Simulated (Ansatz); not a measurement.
# NiCl6 in Ansatz: reference runs, part 2 of 2

Ansatz 0.2.0. Earlier steps stand in the parts before.

### 3 Single point, PBE, collinear spin, ferromagnetic start (atoms moved at random, drawn with an rms of 0.05 Å)

Contents of input.yaml:

```yaml
crystal:
  lattice:
    - [5.036866, -6.471699, 0.0]
    - [5.036866, 6.471699, 0.0]
    - [0.0, 0.0, 45.248164]
  atoms:
    - { symbol: Ni, position: [0.001932, 0.001847, -0.000175], spin: 1.0 }
    - { symbol: Cl, position: [0.971011, 0.738488, -0.000892] }
    - { symbol: Cl, position: [0.030366, 0.266661, -0.000514] }
    - { symbol: Cl, position: [0.732159, 0.962113, -0.000433] }
    - { symbol: Cl, position: [0.273053, 0.0359, 0.001025] }
    - { symbol: Cl, position: [-0.007345, 0.000297, 0.749091] }
    - { symbol: Cl, position: [0.004043, 0.003967, 0.250644] }
hamiltonian:
  xc: pbe
  pseudopotentials: { kind: paw }
magnetization:
  spin_polarized: true
kpoints:
  mp_grid: { grid: [4, 4, 1] }
scf:
  occupations: { method: fermi_dirac, width: 0.05 }
output:
  forces: true
  stress: true
  eigenvalues: true
```

Potentials or basis: Ansatz PAW.

The run is started by

```bash
$ ansatz run input.yaml --threads 4 --pin off --max-ram 10240MiB --backend cpu --events-out ev --progress --plain --runs-dir out
```

Output:

```text
Warning: RAYON_NUM_THREADS=4 ignored (pool sized by the plan → 4); use --threads N
Engine: ansatz 0.2.0, x86_64-unknown-linux-gnu
Pseudopotentials: kind: paw
Pseudopotential: Ni, paw, valence charge 18, recommended cutoff 420 eV (normal), Ni.paw.azcp
Pseudopotential: Cl, paw, valence charge 7, recommended cutoff 420 eV (normal), Cl.paw.azcp
Functional definition: PBE
  parameter kappa = 0.804
  parameter beta = 0.06672455060314922
  exchange = pbe_x(kappa = kappa, mu = beta*pi^2/3)
  correlation = pbe_c(beta = beta)
Crystal: 7 atoms, lattice volume = 2949.916 Å³
Basis set: ecut = 420 eV, 57743 PW (Γ), exchange–correlation on 120×120×640 points (8 copies of the dense FFT grid, shifted against one another)
Bands: 38, of which v1, the nominal top of the filled ones, is band 30 counted from 1 (29 counted from 0)
Symmetry: 1 space group operations
Space group: P1 (ITA 1), of the structure as read, at distance tolerance 1.4e-4 Å
Magnetic group: BNS 1.1 (UNI 1), of the structure as read, at distance tolerance 1.4e-4 Å
k-points: 10 of 16 (time reversal used)
Non-local potential: Ni, projectors of the file, l = 0: 3, l = 1: 2, l = 2: 3, l = 3: 1
Non-local potential: Cl, projectors of the file, l = 0: 2, l = 1: 2, l = 2: 2
PAW form: soft (Blöchl's): semilocal exchange-correlation on the pseudo side does not see the compensation charge
PAW one-centre angular grid: Ni, 590 points (default); XC on 64 Gauss nodes
PAW one-centre angular grid: Cl, 110 points (default); XC on 64 Gauss nodes
Starting moments: Σ|m| = 1 μB on 1 of 7 sites
Initial wavefunctions: pseudopotential atomic-orbital guess
Functional: x = pbe(κ = 0.804, μ = 0.2195149727645171), c = pbe(β = 0.06672455060314922)
SCF iter   1: F=—  HF=-12315.779935 eV  |F-HF|=—  |Δ(HF+E_count)|=         —  Δρ=1.39e-2 (↑6.48e-3 ↓1.39e-2)  dr2=4.14e1  dr2_m=1.25e0  M=2.312 μB ∫|m|=2.469 μB  β_m=0.30  ethr=3.10e-3  ⟨swp⟩=11.1  Hψ=4296  notcnv=0  defer=2
Mixer restart at iter 1: flushing history
preconditioner: auto → none  [metal: Δε(μ)=0.110 eV  Ē_g=8.762 eV  σ=0.050 eV  W_gap=0.49  n_scr=136 (ndim 8)  ℏωp=4.8 eV  f_vac=0.872  D(μ)=8.96/eV (n_scr^D=10)  sad-step TF]
SCF iter   2: F=—  HF=-12313.763165 eV  |F-HF|=—  |Δ(HF+E_count)|=    2.02e0  Δρ=1.76e-2 (↑7.37e-3 ↓1.76e-2)  dr2=4.00e1  dr2_m=1.46e0  M=0.323 μB ∫|m|=0.451 μB  β_m=0.18  ethr=3.10e-3  ⟨swp⟩=3.9  Hψ=1741  notcnv=0  defer=33
preconditioner: auto → Resta (q_TF=auto, 1.425 Å⁻¹)  ε∞=1.3  [insulator: Δε(μ)=0.896 eV  Ē_g=8.357 eV  σ=0.050 eV  W_gap=0.69  n_scr=136 (ndim 8)  ℏωp=4.5 eV  f_vac=0.873  D(μ)=56.41/eV (n_scr^D=330)  ε∞_Penn≈1.3  vacuum switching on, ρ_ref=5.1e-3 e/Å³]
spin=Collinear: Resta preconditioning applied to the charge; magnetization (m = ρ↑ − ρ↓) channel mixes plain (no charge-response kernel on spin).
SCF iter   3: F=—  HF=-12313.877818 eV  |F-HF|=—  |Δ(HF+E_count)|=   1.15e-1  Δρ=6.89e-3 (↑5.43e-3 ↓6.89e-3)  dr2=1.44e1  dr2_m=1.82e-1  M=0.953 μB ∫|m|=1.090 μB  β_m=0.23  ethr=3.10e-3  ⟨swp⟩=3.5  Hψ=1520  notcnv=0  defer=19
[... 61 lines left out ...]
SCF iter  62: F=—  HF=-12314.588921 eV  |F-HF|=—  |Δ(HF+E_count)|=   3.11e-8  Δρ=4.46e-7 (↑2.36e-7 ↓4.46e-7)  dr2=5.64e-9  dr2_m=2.16e-9  M=2.052 μB ∫|m|=4.116 μB  β_m=0.67  ethr=2.07e-11  ⟨swp⟩=4.0  Hψ=1553  notcnv=0  defer=24
SCF iter  63: F=—  HF=-12314.588921 eV  |F-HF|=—  |Δ(HF+E_count)|=   2.64e-9  Δρ=3.59e-7 (↑2.27e-7 ↓3.59e-7)  dr2=5.54e-9  dr2_m=1.22e-9  M=2.052 μB ∫|m|=4.116 μB  β_m=0.83  ethr=9.40e-12  ⟨swp⟩=3.0  Hψ=1418  notcnv=0  defer=24
SCF iter  64: F=—  HF=-12314.588921 eV  |F-HF|=—  |Δ(HF+E_count)|=   1.87e-9  Δρ=3.47e-7 (↑2.24e-7 ↓3.47e-7)  dr2=2.15e-8  dr2_m=1.35e-9  M=2.052 μB ∫|m|=4.116 μB  β_m=0.68  ethr=9.23e-12  ⟨swp⟩=2.0  Hψ=1195  notcnv=0  defer=24  recentre
SCF iter  65: F=—  HF=-12314.588921 eV  |F-HF|=—  |Δ(HF+E_count)|=   1.23e-9  Δρ=2.99e-7 (↑2.27e-7 ↓2.99e-7)  dr2=7.63e-9  dr2_m=1.03e-9  M=2.052 μB ∫|m|=4.116 μB  β_m=0.77  ethr=9.23e-12  ⟨swp⟩=2.0  Hψ=1185  notcnv=0  defer=24
SCF iter  66: F=-12314.588921 eV  HF=-12314.588921 eV  |F-HF|=4.44e-9  |Δ(HF+E_count)|=   4.90e-9  Δρ=5.64e-7 (↑3.98e-7 ↓5.64e-7)  dr2=1.14e-8  dr2_m=3.56e-9  M=2.052 μB ∫|m|=4.116 μB  ethr=9.23e-12  ⟨swp⟩=12.8  Hψ=3076  notcnv=0
SCF 1 converged in 66 iterations: F = -12314.588921 eV  dr2 = 1.14e-8
smearing (spin ↑): bands 29 to 31 share 2.026 electrons (bands counted from 0; each is filled to between 0.6554 and 0.7062 of a full level; at each k-point the levels lie within 1.2e-2 eV, against a smearing width of 0.0500 eV). The entropy term TS of this state is 0.2792 eV
SCF converged after 66 iterations
Magnetization: 2.0521 μB (31.0261 up, 28.9739 down)
Absolute magnetization: 4.1141 μB (∫|ρ↑−ρ↓|, with the PAW one-centre terms)
Spin contamination: 0.6779 ħ² per cell (⟨S²⟩ above its minimum at these occupations)
Per-site moments (μB) at R_I (Å): [(0.7566987961664994, 0.8712385697412088), (0.22070270831275937, 0.8712385697412088), (0.2145778896134792, 0.8771948123440495), (0.2051043668110454, 0.8892033265336157), (0.2039334520272491, 0.8961374205879793), (0.9735126507421785, 3.382824628174069), (-0.9735599067637337, 3.382824628174069)]
Free energy (F): -12314.588921 eV
Harris-Foulkes:  -12314.588921 eV  (|F-HF|=4.44e-9)
Internal energy: -12314.309698 eV  (E = F + TS)
E sigma→0 (E₀):  -12314.449310 eV
Entropy (-TS):   -0.279223 eV (-39.889 meV/atom)
Fermi energy:    -7.280083 eV
--- Per-component energies (eV) ---
  E_band       = -1252.683301
  E_kinetic    = 1229.934904
  E_local      = -29757.524016  (includes V_loc(G=0)·N_el)
  E_nonlocal   = 804.296417
  E_hartree    = 13896.159923
  E_xc         = -715.083094
  E_vxc        = -824.327988  (∫ρ·V_xc dr)
  E_paw        = -5580.036779  (= ΣΔE_a)
  E_vpaw       = -497.379415  (= ΣTr[D̂ρ^β])
  E_aug_tail   = 0.001077  (compensation charges beyond the density's cutoff)
  E_ewald      = 7807.941869
  E_smearing   = -0.279223  (= −TS)
  E_closure    = 0.000000  (closes the sum)
  Σ components = -12314.588921   (vs F -12314.588921, Δ=0.00e0)
--- Forces (eV/Å), atoms counted from 1 ---
  atom   1  Ni     0.15922976    -0.00853691     0.00802941
  atom   2  Cl     0.03187728     0.00430731     0.00746535
  atom   3  Cl    -0.12939965    -0.17079121     0.00922706
  atom   4  Cl     0.26883845    -0.20928303    -0.00485738
  atom   5  Cl    -0.33054405     0.38430521    -0.01986915
  atom   6  Cl     0.00000006    -0.00000020     0.00097977
  atom   7  Cl    -0.00000037     0.00000004    -0.00097590
  max |Σ_I F_I| component: 1.47e-6 eV/Å
--- Stress (GPa, compression-positive) ---
       -0.066258       0.036348      -0.001094
        0.036348      -0.068063       0.001401
       -0.001094       0.001401      -0.001267
  P = ⅓ Tr σ = -0.0452 GPa (-0.452 kbar)
--- Band table (eV; the first three rows and the last of 20) ---
  k-point 0 ↑: bands = ["-111.3260", "-71.9672", "-71.7432", "-71.3485", "-21.7583", "-21.1926", "-21.0123", "-20.8403", "-20.2877", "-19.3505", "-11.7363", "-11.4098", "-11.0064", "-10.3098", "-10.0335", "-10.0116", "-9.9637", "-9.4250", "-8.5417", "-8.4537", "-8.3546", "-8.2633", "-8.2173", "-8.1899", "-8.1849", "-8.1229", "-8.0955", "-7.9633", "-7.6616", "-7.3239", "-7.3134", "-7.3122", "-6.1761", "-1.2833", "-0.4908", "-0.0772", "-0.0112", "0.1555"]
  k-point 1 ↑: bands = ["-111.3260", "-71.9672", "-71.7432", "-71.3485", "-21.7522", "-21.2056", "-21.0121", "-20.8346", "-20.2877", "-19.3505", "-11.6782", "-11.4045", "-11.0091", "-10.3151", "-10.1082", "-10.0128", "-9.9789", "-9.4132", "-8.5365", "-8.4441", "-8.3619", "-8.2905", "-8.2178", "-8.1902", "-8.1851", "-8.1228", "-8.1165", "-7.9633", "-7.6687", "-7.3239", "-7.3136", "-7.3125", "-6.0997", "-1.0806", "-0.4649", "0.0700", "0.1369", "0.2423"]
  k-point 2 ↑: bands = ["-111.3260", "-71.9673", "-71.7432", "-71.3485", "-21.7459", "-21.2184", "-21.0120", "-20.8293", "-20.2877", "-19.3505", "-11.6163", "-11.3950", "-11.0113", "-10.3213", "-10.2080", "-10.0128", "-9.9782", "-9.4015", "-8.5301", "-8.4328", "-8.3846", "-8.2972", "-8.2185", "-8.1904", "-8.1852", "-8.1391", "-8.1228", "-7.9633", "-7.6777", "-7.3238", "-7.3140", "-7.3126", "-6.0277", "-0.7201", "-0.4382", "-0.1788", "0.3741", "0.4640"]
  k-point 9 ↓: bands = ["-110.3852", "-71.1044", "-71.0036", "-70.1931", "-21.4473", "-20.8971", "-20.7481", "-20.4942", "-20.2878", "-19.3505", "-11.3912", "-10.9367", "-10.6416", "-10.0718", "-10.0080", "-9.4823", "-9.3225", "-9.0594", "-8.1911", "-8.1852", "-8.1600", "-8.1229", "-8.0641", "-8.0375", "-7.9704", "-7.7697", "-7.3238", "-7.3141", "-7.3136", "-7.2873", "-7.2455", "-7.2451", "-5.4640", "-0.3036", "-0.2939", "0.1240", "0.4743", "0.6761"]
```

Wall time 2.9 min (4 threads of Intel Xeon Platinum 8488C (Sapphire Rapids), shared host); peak memory 4.9 GiB.

Results:

* Free energy: -12314.5889 eV
* Largest force: 0.507 eV/Å
* Band gap on the k mesh: none (metal or under the smearing width)
* Net moment: 2.05 μB per cell
* Absolute moment: 4.11 μB per cell
* Site moments: Ni +0.76; Cl +0.22, +0.21, +0.20, +0.97, -0.97 μB

Forces on the atoms (eV/Å):
```
Ni   0.159 -0.009  0.008
Cl   0.032  0.004  0.007
Cl  -0.129 -0.171  0.009
Cl   0.269 -0.209 -0.005
Cl  -0.331  0.384 -0.020
Cl   0.000  0.000  0.001
Cl   0.000  0.000 -0.001
```

Levels at points of the mesh, in eV from the Fermi level:
Spin up:
```tsv
k point	band 29	band 30	band 31	band 32	band 33	band 34	band 35	band 36
(0.00, 0.00, 0.00)	-0.38	-0.04	-0.03	-0.03	1.10	6.00	6.79	7.20
(0.00, -0.50, 0.00)	-0.40	-0.04	-0.03	-0.03	1.25	6.56	6.84	7.10
(-0.50, 0.00, 0.00)	-0.39	-0.04	-0.03	-0.03	1.27	6.52	6.84	7.12
(-0.50, -0.50, 0.00)	-0.41	-0.04	-0.03	-0.03	1.43	6.88	6.90	7.35
```
Spin down:
| k point | band 26 | band 27 | band 28 | band 29 | band 30 | band 31 | band 32 | band 33 |
| --- | --- | --- | --- | --- | --- | --- | --- | --- |
| (0.00, 0.00, 0.00) | -0.47 | -0.04 | -0.03 | -0.03 | 0.04 | 0.07 | 0.07 | 1.49 |
| (0.00, -0.50, 0.00) | -0.48 | -0.04 | -0.03 | -0.03 | 0.03 | 0.04 | 0.05 | 1.64 |
| (-0.50, 0.00, 0.00) | -0.48 | -0.04 | -0.03 | -0.03 | -0.01 | 0.05 | 0.07 | 1.65 |
| (-0.50, -0.50, 0.00) | -0.49 | -0.04 | -0.03 | -0.03 | -0.01 | 0.03 | 0.04 | 1.82 |

Caveat: semilocal functionals often make such compounds metallic where correlation or magnetic order opens a gap, which also shifts bond lengths.
